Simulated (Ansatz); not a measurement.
# Pb in Ansatz: relaxation of the atoms with PBE

Aim: the relaxation of the atoms of Pb with PBE.

All numbers are computed with Ansatz 0.2.0; they aren't measurements. Logs are shortened: lines on timing, memory, paths and dates and some standing lists are left out, and cuts for length are marked.

### 1 The cell of the first run

The cell holds a slab with vacuum, 4 atoms: a = 3.493 Å, b = 3.493 Å, c = 23.556 Å, α = 90.00°, β = 90.00°, γ = 120.00°.

The slab is cut from a database's or a generator's crystal, which needn't be the stable form of the element.

### 2 Relaxation of the atoms, PBE (the (1 1 1) slab of Pb, cut from the database cell, not relaxed)

input.yaml

```yaml
crystal:
  lattice:
    - [3.4928246563, 0.0, 0.0]
    - [-1.7464123282, 3.0248748834, 0.0]
    - [0.0, 0.0, 23.5556381691]
  atoms:
    - { symbol: Pb, position: [0.6666666667, 0.3333333333, 0.3183951097] }
    - { symbol: Pb, position: [0.3333333333, 0.6666666667, 0.4394650366] }
    - { symbol: Pb, position: [0.0, 0.0, 0.5605349634] }
    - { symbol: Pb, position: [0.6666666667, 0.3333333333, 0.6816048903] }
kpoints:
  mp_grid: { grid: [9, 9, 1] }
scf:
  occupations: { method: fermi_dirac, width: 0.05 }
hamiltonian:
  xc: pbe
  pseudopotentials: { kind: all_electron, lapw: { basis_error: 0.002 } }
output:
  forces: true
  stress: true
relax:
  f_tol: 0.01
  max_steps: 60
```

Potentials or basis: all-electron LAPW, scalar-relativistic.

Command:

```sh
> ansatz run input.yaml --threads 4 --pin off --max-ram 14336MiB --backend cpu --events-out ev --progress --plain --runs-dir out
```

The program printed:

```text
Warning: RAYON_NUM_THREADS=4 ignored (pool sized by the plan → 4); use --threads N
The last accepted step is kept in <dir> (removed where the run ends without a failure and the disk answers)
LAPW: plane waves up to 6.369 Å⁻¹, error target 2.0e-3 eV per atom; small_component_spin mean_spin; Pb in spheres of 1.694 Å, 36 of its electrons in bands, Dirac shells [] (how accurate: hamiltonian.pseudopotentials.lapw.basis_error, Limitations)
Engine: ansatz 0.2.0, x86_64-unknown-linux-gnu
Pseudopotentials: kind: all_electron
Pseudopotential: Pb, LAPW, valence charge 36, lapw/all_electron/scalar/gaussian/Pb, Koelling and Harmon's equation, gaussian nucleus
Functional definition: PBE
  parameter kappa = 0.804
  parameter beta = 0.06672455060314922
  exchange = pbe_x(kappa = kappa, mu = beta*pi^2/3)
  correlation = pbe_c(beta = beta)
Crystal: 4 atoms, lattice volume = 248.874 Å³
Basis set: ecut = 154.551889183547 eV, 1127 PW (Γ), exchange–correlation at level 2
Bands: 87, of which v1, the nominal top of the filled ones, is band 72 counted from 1 (71 counted from 0)
Symmetry: 12 space group operations
Space group: P-3m1 (ITA 164), of the structure as read, at distance tolerance 6.3e-5 Å
k-points: 12 of 81
Non-local potential: Pb, projectors of the file, none
Initial density: superposition of atomic densities (neutral atoms: chi_scale 0, normalization atom)
Initial wavefunctions: plane waves of lowest kinetic energy (no species holds an atomic orbital)
Functional: x = pbe(κ = 0.804, μ = 0.2195149727645171), c = pbe(β = 0.06672455060314922)
iter 1 solved again at ethr=5.40e-4 eV; its pass at ethr=1.00e-1 eV (dr2=7.78e-1 eV) is discarded
SCF iter   1: F=—  HF=-2272266.180053 eV  |F-HF|=—  |Δ(HF+E_count)|=         —  Δρ=4.31e-3  dr2=7.78e-1  ethr=5.40e-4  ⟨swp⟩=2.7  Hψ=6507  notcnv=0
preconditioner: auto → LDOS  [insulator: Δε(μ)=0.199 eV  Ē_g=18.451 eV  σ=0.050 eV  W_gap=0.76  n_scr=84 (ndim 8)  ℏωp=17.6 eV  f_vac=0.500  D(μ)=1.41/eV (n_scr^D=6)  ε∞_Penn≈1.9  β→1.0]
SCF iter   2: F=—  HF=-2272266.191097 eV  |F-HF|=—  |Δ(HF+E_count)|=   1.10e-2  Δρ=4.69e-3  dr2=1.24e0  ethr=5.40e-4  ⟨swp⟩=3.0  Hψ=3440  notcnv=0
iter 3 solved again at ethr=1.27e-5 eV; its pass at ethr=5.40e-4 eV (dr2=1.83e-2 eV) is discarded
SCF iter   3: F=—  HF=-2272266.060273 eV  |F-HF|=—  |Δ(HF+E_count)|=   1.31e-1  Δρ=1.06e-3  dr2=1.83e-2  ethr=1.27e-5  ⟨swp⟩=2.0  Hψ=5040  notcnv=0
SCF iter   4: F=—  HF=-2272266.057877 eV  |F-HF|=—  |Δ(HF+E_count)|=         —  Δρ=3.94e-4  dr2=1.23e-3  ethr=1.27e-5  ⟨swp⟩=2.0  Hψ=3084  notcnv=0
the basis was enlarged: its passes take 176.9 KiB over the memory plan, 4 of 4 planned eigensolver slots
SCF iter   5: F=—  HF=-2272266.057759 eV  |F-HF|=—  |Δ(HF+E_count)|=   1.18e-4  Δρ=1.15e-4  dr2=7.02e-5  ethr=8.51e-7  ⟨swp⟩=2.0  Hψ=3088  notcnv=0
SCF iter   6: F=—  HF=-2272266.057755 eV  |F-HF|=—  |Δ(HF+E_count)|=   4.09e-6  Δρ=3.88e-5  dr2=7.32e-6  ethr=4.88e-8  ⟨swp⟩=2.8  Hψ=3102  notcnv=0
SCF iter   7: F=-2272266.057760 eV  HF=-2272266.057761 eV  |F-HF|=8.34e-7  |Δ(HF+E_count)|=   5.82e-6  Δρ=1.35e-5  dr2=1.55e-6  ethr=5.09e-9  ⟨swp⟩=3.0  Hψ=3158  notcnv=0
SCF 1 converged in 7 iterations: F = -2272266.057760 eV  dr2 = 1.55e-6
relax step   1: F+E_penalty+E_count = -2272266.05776003 eV  Δ(F+E_penalty+E_count) = +0.000e0 eV  max|allowed force component| = 3.085e-1 eV/Å  Δτ_max = 0.0000 Å  (7 SCF iters, dr2 threshold 2.50e-6 eV, accepted)
Initial density: handed on by an earlier stage of this run
Initial wavefunctions: those handed on with the density
iter 1 solved again at ethr=7.45e-5 eV; its pass at ethr=1.00e-1 eV (dr2=1.07e-1 eV) is discarded
SCF iter   1: F=—  HF=-2272266.093151 eV  |F-HF|=—  |Δ(HF+E_count)|=         —  Δρ=1.32e-3  dr2=1.05e-1  ethr=7.45e-5  ⟨swp⟩=2.0  Hψ=4924  notcnv=0
preconditioner: auto → LDOS  [insulator: Δε(μ)=0.142 eV  Ē_g=18.353 eV  σ=0.050 eV  W_gap=0.61  n_scr=84 (ndim 8)  ℏωp=17.6 eV  f_vac=0.498  D(μ)=2.03/eV (n_scr^D=8)  ε∞_Penn≈1.9  β→1.0]
SCF iter   2: F=—  HF=-2272266.101596 eV  |F-HF|=—  |Δ(HF+E_count)|=   8.45e-3  Δρ=1.93e-3  dr2=1.50e-1  ethr=7.32e-5  ⟨swp⟩=3.0  Hψ=3284  notcnv=0
SCF iter   3: F=—  HF=-2272266.087226 eV  |F-HF|=—  |Δ(HF+E_count)|=   1.44e-2  Δρ=8.00e-4  dr2=2.63e-2  ethr=7.32e-5  ⟨swp⟩=2.0  Hψ=3060  notcnv=0
iter 4 solved again at ethr=4.56e-8 eV; its pass at ethr=1.83e-5 eV (dr2=6.57e-5 eV) is discarded
SCF iter   4: F=—  HF=-2272266.084521 eV  |F-HF|=—  |Δ(HF+E_count)|=   2.71e-3  Δρ=8.13e-5  dr2=6.57e-5  ethr=4.56e-8  ⟨swp⟩=2.4  Hψ=5157  notcnv=0
SCF iter   5: F=—  HF=-2272266.084513 eV  |F-HF|=—  |Δ(HF+E_count)|=   7.78e-6  Δρ=2.32e-5  dr2=7.77e-6  ethr=4.56e-8  ⟨swp⟩=2.8  Hψ=3096  notcnv=0
SCF iter   6: F=-2272266.084511 eV  HF=-2272266.084511 eV  |F-HF|=1.67e-7  |Δ(HF+E_count)|=   1.58e-6  Δρ=7.28e-6  dr2=1.16e-7  ethr=5.40e-9  ⟨swp⟩=2.0  Hψ=3087  notcnv=0
SCF 2 converged in 6 iterations: F = -2272266.084511 eV  dr2 = 1.16e-7
relax step   2: F+E_penalty+E_count = -2272266.08451134 eV  Δ(F+E_penalty+E_count) = -2.675e-2 eV  max|allowed force component| = 6.929e-2 eV/Å  Δτ_max = 0.0881 Å  (6 SCF iters, dr2 threshold 5.95e-6 eV, accepted)
SCF iter   1: F=—  HF=-2272266.086307 eV  |F-HF|=—  |Δ(HF+E_count)|=         —  Δρ=3.23e-4  dr2=2.02e-3  ethr=3.73e-5  ⟨swp⟩=3.0  Hψ=3520  notcnv=0
preconditioner: auto → LDOS  [insulator: Δε(μ)=0.160 eV  Ē_g=18.380 eV  σ=0.050 eV  W_gap=0.67  n_scr=84 (ndim 8)  ℏωp=17.6 eV  f_vac=0.500  D(μ)=1.82/eV (n_scr^D=8)  ε∞_Penn≈1.9  β→1.0]
SCF iter   2: F=—  HF=-2272266.086801 eV  |F-HF|=—  |Δ(HF+E_count)|=   4.95e-4  Δρ=4.56e-4  dr2=4.60e-3  ethr=1.40e-6  ⟨swp⟩=3.0  Hψ=3142  notcnv=0
iter 3 solved again at ethr=4.50e-8 eV; its pass at ethr=1.40e-6 eV (dr2=6.47e-5 eV) is discarded
SCF iter   3: F=—  HF=-2272266.085949 eV  |F-HF|=—  |Δ(HF+E_count)|=   8.52e-4  Δρ=5.75e-5  dr2=6.45e-5  ethr=4.50e-8  ⟨swp⟩=2.0  Hψ=5245  notcnv=0
SCF iter   4: F=—  HF=-2272266.085934 eV  |F-HF|=—  |Δ(HF+E_count)|=   1.56e-5  Δρ=1.45e-5  dr2=1.99e-6  ethr=4.48e-8  ⟨swp⟩=2.0  Hψ=3087  notcnv=0
SCF iter   5: F=—  HF=-2272266.085933 eV  |F-HF|=—  |Δ(HF+E_count)|=   7.14e-7  Δρ=7.01e-6  dr2=5.18e-7  ethr=1.38e-9  ⟨swp⟩=2.1  Hψ=3088  notcnv=0
SCF iter   6: F=-2272266.085933 eV  HF=-2272266.085933 eV  |F-HF|=3.73e-9  |Δ(HF+E_count)|=   5.45e-8  Δρ=2.04e-6  dr2=9.03e-9  ethr=3.60e-10  ⟨swp⟩=2.0  Hψ=3087  notcnv=0
SCF 3 converged in 6 iterations: F = -2272266.085933 eV  dr2 = 9.03e-9
relax step   3: F+E_penalty+E_count = -2272266.08593302 eV  Δ(F+E_penalty+E_count) = -1.422e-3 eV  max|allowed force component| = 1.758e-2 eV/Å  Δτ_max = 0.0163 Å  (6 SCF iters, dr2 threshold 3.00e-7 eV, accepted)
SCF iter   1: F=—  HF=-2272266.086133 eV  |F-HF|=—  |Δ(HF+E_count)|=         —  Δρ=9.42e-5  dr2=5.10e-4  ethr=4.24e-6  ⟨swp⟩=3.0  Hψ=3388  notcnv=0
preconditioner: auto → LDOS  [insulator: Δε(μ)=0.157 eV  Ē_g=18.371 eV  σ=0.050 eV  W_gap=0.66  n_scr=84 (ndim 8)  ℏωp=17.6 eV  f_vac=0.500  D(μ)=1.86/eV (n_scr^D=8)  ε∞_Penn≈1.9  β→1.0]
SCF iter   2: F=—  HF=-2272266.086132 eV  |F-HF|=—  |Δ(HF+E_count)|=   1.80e-7  Δρ=8.92e-5  dr2=4.19e-4  ethr=3.54e-7  ⟨swp⟩=2.0  Hψ=3087  notcnv=0
iter 3 solved again at ethr=7.05e-9 eV; its pass at ethr=2.91e-7 eV (dr2=1.02e-5 eV) is discarded
SCF iter   3: F=—  HF=-2272266.086096 eV  |F-HF|=—  |Δ(HF+E_count)|=   3.64e-5  Δρ=1.63e-5  dr2=1.01e-5  ethr=7.05e-9  ⟨swp⟩=2.0  Hψ=5214  notcnv=0
SCF iter   4: F=—  HF=-2272266.086097 eV  |F-HF|=—  |Δ(HF+E_count)|=   1.23e-6  Δρ=5.04e-6  dr2=1.92e-7  ethr=7.04e-9  ⟨swp⟩=2.0  Hψ=3087  notcnv=0
SCF iter   5: F=-2272266.086097 eV  HF=-2272266.086097 eV  |F-HF|=2.79e-9  |Δ(HF+E_count)|=   4.14e-8  Δρ=2.45e-6  dr2=3.84e-8  ethr=1.33e-10  ⟨swp⟩=3.0  Hψ=3116  notcnv=0
SCF 4 converged in 5 iterations: F = -2272266.086097 eV  dr2 = 3.84e-8
relax step   4: F+E_penalty+E_count = -2272266.08609734 eV  Δ(F+E_penalty+E_count) = -1.643e-4 eV  max|allowed force component| = 3.056e-3 eV/Å  Δτ_max = 0.0113 Å  (5 SCF iters, accepted)
SCF converged after 5 iterations
Free energy (F): -2272266.086097 eV
Harris-Foulkes:  -2272266.086097 eV  (|F-HF|=2.79e-9)
Internal energy: -2272266.070255 eV  (E = F + TS)
E sigma→0 (E₀):  -2272266.078176 eV
Entropy (-TS):   -0.015842 eV (-3.961 meV/atom)
Fermi energy:    5.644892 eV
--- Per-component energies (eV) ---
  E_band       = -10214.799075
  E_kinetic    = 2619882.139029
  E_xc         = -42321.187286
  E_electrostatic = -4849827.021998  (all electrons and nuclei)
  E_smearing   = -0.015842  (= −TS)
  E_closure    = 0.000000  (closes the sum)
  E_atoms      = -2272252.173406  (free atoms, spherical and without spin; not in F)
  Σ components = -2272266.086097   (vs F -2272266.086097, Δ=0.00e0)
  Basis errors (estimates in eV, not in F): energy 5.7e-4 per atom: plane waves 5.6e-4 (3.2e-4 summed), levels above the bands 5.7e-67, relativity 8.4e-8, radial functions 1.6e-5, core shells 3.1e-9; eigenvalues (radial functions only) 4.7e-6; not estimated: angular momenta, meshes, grids; target (lapw.basis_error) 2.0e-3; muffin-tin radii Pb 1.694 Å
--- Forces (eV/Å), atoms counted from 1 ---
  atom   1  Pb     0.00000000     0.00000000    -0.00139755
  atom   2  Pb     0.00000000    -0.00000000     0.00305597
  atom   3  Pb     0.00000000     0.00000000    -0.00305597
  atom   4  Pb     0.00000000    -0.00000000     0.00139755
  max |Σ_I F_I| component: 8.10e-18 eV/Å
--- Stress (GPa, compression-positive) ---
        0.323831      -0.000000      -0.000000
       -0.000000       0.323831       0.000000
       -0.000000       0.000000       0.004836
  P = ⅓ Tr σ = 0.2175 GPa (2.175 kbar)
--- Relaxed structure (4 steps of the walk, 4 accepted, 0 SCFs on fresh bases) ---
  F+E_penalty+E_count = -2272266.08609734 eV   max|allowed force component| = 3.056e-3 eV/Å
  atoms:
    - { symbol: Pb, position: [0.6666666666666666, 0.3333333333333333, 0.31656479592210807] }
    - { symbol: Pb, position: [0.3333333333333333, 0.6666666666666666, 0.43482359273193755] }
    - { symbol: Pb, position: [2.312964634086158e-18, 1.2719383490046538e-17, 0.5651764072680625] }
    - { symbol: Pb, position: [0.6666666666666666, 0.3333333333333333, 0.683435204077892] }
```

Run time: 16 s. Hardware: 4 threads of AMD EPYC 7B13 (Zen 3), shared host; peak memory 0.62 GiB.

Results:

| Property | Result |
| --- | --- |
| Free energy | -2272266.0861 eV |
| Energy gained by relaxing | 7.1 meV/atom |
| Ionic steps | 4 |
| Largest force after relaxing | 0.003 eV/Å |

Forces on the atoms (eV/Å):
```
Pb   0.000  0.000 -0.001
Pb   0.000  0.000  0.003
Pb   0.000  0.000 -0.003
Pb   0.000  0.000  0.001
```

The path:
```csv
step,energy change (eV),largest force (eV/Å)
1,0.0000,0.3085
2,-0.0268,0.0693
3,-0.0282,0.0176
4,-0.0283,0.0031
```

Final structure:
```
Pb
1.0
     3.49282    0.00000    0.00000
    -1.74641    3.02487    0.00000
     0.00000    0.00000   23.55564
Pb
4
Direct
  0.66667 0.33333 0.31656
  0.33333 0.66667 0.43482
  0.00000 0.00000 0.56518
  0.66667 0.33333 0.68344
```

The run has no spin-orbit coupling, so splittings on Pb are missing.
